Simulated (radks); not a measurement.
# Sc⁺ in [Ar] 3d1 4d1: an all-electron calculation

The task here is to estimate one member of a computed series from the others.

The numbers are computed with radks (a radial shooting solver on a logarithmic mesh, Libxc functionals) version 1 (scalar-relativistic Kohn-Sham, r2SCAN, spin-unpolarised, spherical densities, finite nucleus), except any that are marked as measured or tabulated.

### The atom as given

| Property | Result |
| --- | --- |
| element | scandium (Z = 21) |
| charge | +1 |
| electrons | 20 |
| configuration | [Ar] 3d1 4d1 |
| nuclear rms radius | 3.5459 fm |

The outer shells:

Sc⁺
```
[Ar] core
3d [↑ ][  ][  ][  ][  ]
4d [↑ ][  ][  ][  ][  ]
```

Set-up of the first run:

Input:

```text
Z 21
configuration [Ar] 3d1 4d1
relativity scalar-relativistic
functional r2scan,r2scan
spin unpolarised
nucleus finite rms 3.5459 fm
c 137.035999084
```

Command:

```bash
> python run_ks.py task.json out
```

The same process makes all the runs of this session.

One table of the session follows, with a row left open; its other results are not shown here.

It belongs to the step «Orbitals and density». Radial moments (bohr):

| level | <r> | outermost maximum (interpolated) | 90 % within | nodes |
| --- | --- | --- | --- | --- |
| 1s | 0.07305 | 0.0478 | 0.130 | 0 |
| 2s | 0.3424 | 0.283 | 0.532 | 1 |
| 2p | 0.3072 | 0.232 | 0.505 | 0 |
| 3s | 1.076 | 0.927 | 1.61 | 2 |
| 3p | ? | ? | ? | ? |
| 3d | 1.605 | 1.09 | 2.76 | 0 |
| 4d | 6.477 | 5.88 | 9.48 | 1 |

Estimate the missing values for 3p.

The run gave: <r>: 1.165; outermost maximum (interpolated): 0.970; 90 % within: 1.79; nodes: 1. In the column «<r>» it lies between 3s (1.076) and 3d (1.605).
